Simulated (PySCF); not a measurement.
# CCSDT/STO-3G run of [SnH5]− (SMILES [H][Sn-]([H])([H])([H])[H])

What is the vertical singlet–triplet gap of [SnH5]− at CCSDT/STO-3G? 

Program for the calculation: PySCF 2.14.0.

5 further runs of the same task are left out: 5 set aside as unsound or not needed.

**1. The molecule**

The species is [SnH5]− (6 atoms), meant as a singlet with charge -1. As SMILES, `[H][Sn-]([H])([H])([H])[H]`. The shape comes from GFN2-xTB, which is rough for such elements, and wasn't checked as a minimum.

Bond lengths: Sn1–H2 1.885 Å, Sn1–H3 1.889 Å, Sn1–H4 1.782 Å, Sn1–H5 1.783 Å, Sn1–H6 1.782 Å. Angles: H2–Sn1–H3 179.8°, H2–Sn1–H4 90.0°, H2–Sn1–H5 89.9°, H2–Sn1–H6 90.0°, H3–Sn1–H4 90.0°, H3–Sn1–H5 89.9°, H3–Sn1–H6 90.2°, H4–Sn1–H5 120.0°, H4–Sn1–H6 120.0°, H5–Sn1–H6 119.9°.

**2. The energy at CCSDT/STO-3G**

run.py

```python
from pyscf import gto, cc

mol = gto.M(
    atom='''
Sn     0.000850    -0.002665     0.000794
H     -0.037927    -0.011886     3.563627
H      0.038267     0.020258    -3.567860
H      3.368966     0.020371     0.035640
H     -1.705421     2.902563    -0.006463
H     -1.664754    -2.928622    -0.025738
''',
    basis='sto-3g',
    verbose=3,
    charge=-1,
    max_memory=1860,
    unit='bohr',
)

calc0 = mol.RHF()
calc0.conv_tol = 1e-10
calc0.kernel()
if not calc0.converged:
    calc0 = calc0.newton().run(calc0.mo_coeff, calc0.mo_occ)

mycc = cc.CCSDT(calc0, frozen=18)
mycc.kernel()
etot = mycc.e_tot
print('E(%s) = %.9f' % ('CCSDT', etot))
```

On the command line:

```sh
$ OMP_NUM_THREADS=1 python run.py
```

The program printed:

```text
converged SCF energy = -5965.93547276974
_make_eris_incore_RCCSDT

WARN: A large `blksize` is being used, which may cause large memory consumption
      for storing contraction intermediates. If memory is sufficient, consider using
      `pyscf.cc.rccsdt_highm.RCCSDT` instead.

RCCSDT converged
E(RCCSDT) = -5966.011492147435   E_corr = -0.07601937769927489
E_corr(same-spin) = -0.000560877019662203
E_corr(oppo-spin) = -0.0754585006796127
E(CCSDT) = -5966.011492147
```

It took 1.4 s on 1 thread of Intel Xeon Platinum 8375C at 2.90GHz (Ice Lake), shared host; peak memory 0.12 GiB.

**3. The triplet, same level**

run.py

```python
from pyscf import gto, cc

mol = gto.M(
    atom='''
Sn     0.000450    -0.001410     0.000420
H     -0.020070    -0.006290     1.885790
H      0.020250     0.010720    -1.888030
H      1.782780     0.010780     0.018860
H     -0.902470     1.535970    -0.003420
H     -0.880950    -1.549760    -0.013620
''',
    basis='sto-3g',
    max_memory=1860,
    spin=2,
    verbose=4,
    charge=-1,
)

hf = mol.UHF()
hf.conv_tol = 1e-10
hf.kernel()
if not hf.converged:
    hf = hf.newton().run(hf.mo_coeff, hf.mo_occ)

mycc = cc.CCSDT(hf, frozen=18)
mycc.kernel()
e_final = mycc.e_tot
print(f'total energy: {e_final:.8f} hartree')
```

On the command line:

```sh
$ OMP_NUM_THREADS=1 python run.py
```

The program printed:

```text
PySCF version 2.14.0

[INPUT] num. atoms = 6
[INPUT] num. electrons = 56
[INPUT] charge = -1
[INPUT] spin (= nelec alpha-beta = 2S) = 2
[INPUT] symmetry False subgroup None
[INPUT] Mole.unit = angstrom
[INPUT] Symbol           X                Y                Z      unit          X                Y                Z       unit  Magmom
[INPUT]  1 Sn     0.000450000000  -0.001410000000   0.000420000000 AA    0.000850376756  -0.002664513836   0.000793684972 Bohr   0.0
[INPUT]  2 H     -0.020070000000  -0.006290000000   1.885790000000 AA   -0.037926803320  -0.011886377324   3.563626628444 Bohr   0.0
[INPUT]  3 H      0.020250000000   0.010720000000  -1.888030000000 AA    0.038266954022   0.020257864055  -3.567859614963 Bohr   0.0
[INPUT]  4 H      1.782780000000   0.010780000000   0.018860000000 AA    3.368965940352   0.020371247623   0.035640234709 Bohr   0.0
[INPUT]  5 H     -0.902470000000   1.535970000000  -0.003420000000 AA   -1.705421135636   2.902562635548  -0.006462863346 Bohr   0.0
[INPUT]  6 H     -0.880950000000  -1.549760000000  -0.013620000000 AA   -1.664754229436  -2.928621958806  -0.025738069817 Bohr   0.0

nuclear repulsion = 74.454838936137
number of shells = 16
number of NR pGTOs = 96
number of NR cGTOs = 32
basis = sto-3g
ecp = {}

******** <class 'pyscf.scf.uhf.UHF'> ********
method = UHF
initial guess = minao
damping factor = 0
level_shift factor = 0
DIIS = <class 'pyscf.scf.diis.CDIIS'>
diis_start_cycle = 1
diis_space = 8
diis_damp = 0
SCF conv_tol = 1e-10
SCF conv_tol_grad = None
SCF max_cycles = 50
direct_scf = True
direct_scf_tol = 1e-13
number electrons alpha = 29  beta = 27
Set gradient conv threshold to 1e-05
init E= -5948.54973497973
[... the frontier-level lines of each cycle are left out ...]


[... 4 lines left out ...]
[... 11 lines left out ...]
[... 11 lines left out ...]
[... 11 lines left out ...]
[... 11 lines left out ...]
[... 11 lines left out ...]
[... 11 lines left out ...]
[... 11 lines left out ...]
[... 11 lines left out ...]
[... 8 lines left out ...]
converged SCF energy = -5965.6078480618  <S^2> = 2.1698013  2S+1 = 3.1111421
[... 21 lines left out ...]
WARN: A large `blksize_v_aab` is being used, which may cause large memory consumption
[... 3 lines left out ...]
Approximate memory usage estimate
    T3 memory                 159 KB
    R3 memory                 159 KB
    ERIs memory               900 KB
    T1-ERIs memory            900 KB
    Intermediates memory      900 KB
    Block workspace           945 KB
Init t2, MP2 energy = -0.0503351115698193
Init E_corr(UCCSDT) = -0.0503351115711059
cycle =  1  E_corr(UCCSDT) = -0.072886177000  dE = -2.255106542845e-02  norm(d tamps) = 1.14762762e-01
cycle =  2  E_corr(UCCSDT) = -0.085229830158  dE = -1.234365315819e-02  norm(d tamps) = 7.45769499e-02
cycle =  3  E_corr(UCCSDT) = -0.106242528236  dE = -2.101269807849e-02  norm(d tamps) = 5.12248475e-02
cycle =  4  E_corr(UCCSDT) = -0.106212972315  dE =  2.955592156806e-05  norm(d tamps) = 1.50961086e-02
cycle =  5  E_corr(UCCSDT) = -0.109238721591  dE = -3.025749276737e-03  norm(d tamps) = 9.23117766e-03
cycle =  6  E_corr(UCCSDT) = -0.108032395977  dE =  1.206325614354e-03  norm(d tamps) = 5.28927766e-03
cycle =  7  E_corr(UCCSDT) = -0.108147547539  dE = -1.151515619185e-04  norm(d tamps) = 2.25155708e-03
cycle =  8  E_corr(UCCSDT) = -0.108225491224  dE = -7.794368533109e-05  norm(d tamps) = 7.72943897e-04
cycle =  9  E_corr(UCCSDT) = -0.108227392093  dE = -1.900869184918e-06  norm(d tamps) = 3.34470962e-04
cycle = 10  E_corr(UCCSDT) = -0.108218571202  dE =  8.820891745573e-06  norm(d tamps) = 1.86024588e-04
cycle = 11  E_corr(UCCSDT) = -0.108222725092  dE = -4.153890748274e-06  norm(d tamps) = 1.23294684e-04
cycle = 12  E_corr(UCCSDT) = -0.108226732053  dE = -4.006960058867e-06  norm(d tamps) = 8.21830278e-05
cycle = 13  E_corr(UCCSDT) = -0.108225409781  dE =  1.322271162563e-06  norm(d tamps) = 5.93242557e-05
cycle = 14  E_corr(UCCSDT) = -0.108221763359  dE =  3.646422030740e-06  norm(d tamps) = 2.52497814e-05
cycle = 15  E_corr(UCCSDT) = -0.108220377102  dE =  1.386257157662e-06  norm(d tamps) = 1.30574856e-05
cycle = 16  E_corr(UCCSDT) = -0.108220476049  dE = -9.894643804298e-08  norm(d tamps) = 7.73575375e-06
cycle = 17  E_corr(UCCSDT) = -0.108220896388  dE = -4.203398622504e-07  norm(d tamps) = 4.46994827e-06
cycle = 18  E_corr(UCCSDT) = -0.108221024647  dE = -1.282589300600e-07  norm(d tamps) = 2.04378660e-06
cycle = 19  E_corr(UCCSDT) = -0.108221030510  dE = -5.862986332539e-09  norm(d tamps) = 9.94899305e-07
UCCSDT converged
E(UCCSDT) = -5965.716069092306   E_corr = -0.1082210305104144
E_corr(same-spin) = -0.000935064529732692
E_corr(oppo-spin) = -0.107285965980682
total energy: -5965.71606909 hartree
```

It took 3.9 s on 1 thread of Intel Xeon Platinum 8375C at 2.90GHz (Ice Lake), shared host; peak memory 0.12 GiB.

**4. Summary of results**

Level: CCSDT/STO-3G, 18 core orbitals frozen.

```
                                                           quantity           value
                                              singlet: total energy  -5966.01149 Eh
                       singlet: HOMO energy (Hartree–Fock orbitals)         1.53 eV
                       singlet: LUMO energy (Hartree–Fock orbitals)        19.43 eV
     singlet: HOMO–LUMO gap (to an unbound level, set by the basis)        17.91 eV
              singlet: correlation energy (18 core orbitals frozen)       -76.0 mEh
                                             singlet: T1 diagnostic           0.006
                                              triplet: total energy  -5965.71607 Eh
triplet: HOMO energy (Hartree–Fock orbitals) (highest over α and β)        11.02 eV
              triplet: correlation energy (18 core orbitals frozen)      -108.2 mEh
                         triplet: ⟨S²⟩ of the reference determinant           2.170
                                             triplet: T1 diagnostic           0.024
                   vertical energy of the triplet above the singlet        8.039 eV
```

What this shows: At this shape the triplet lies 8.04 eV (185 kcal/mol) above the singlet. For an anion a state so high probably lies above electron detachment. In a minimal basis such a difference can be off by several eV, whatever the method. Mulliken charges (singlet) of the mean-field density run from -0.41 on H3 to +0.78 on Sn1; they depend strongly on the basis. The HOMO (singlet) lies at positive energy, 1.53 eV: the electron is unbound at this level or held by a compact basis; values depend on the basis. Relativity is left out (singlet) although the molecule holds a heavy atom. ⟨S²⟩ (triplet) is 2.17 where a pure triplet has 2.00: the reference is spin-contaminated.
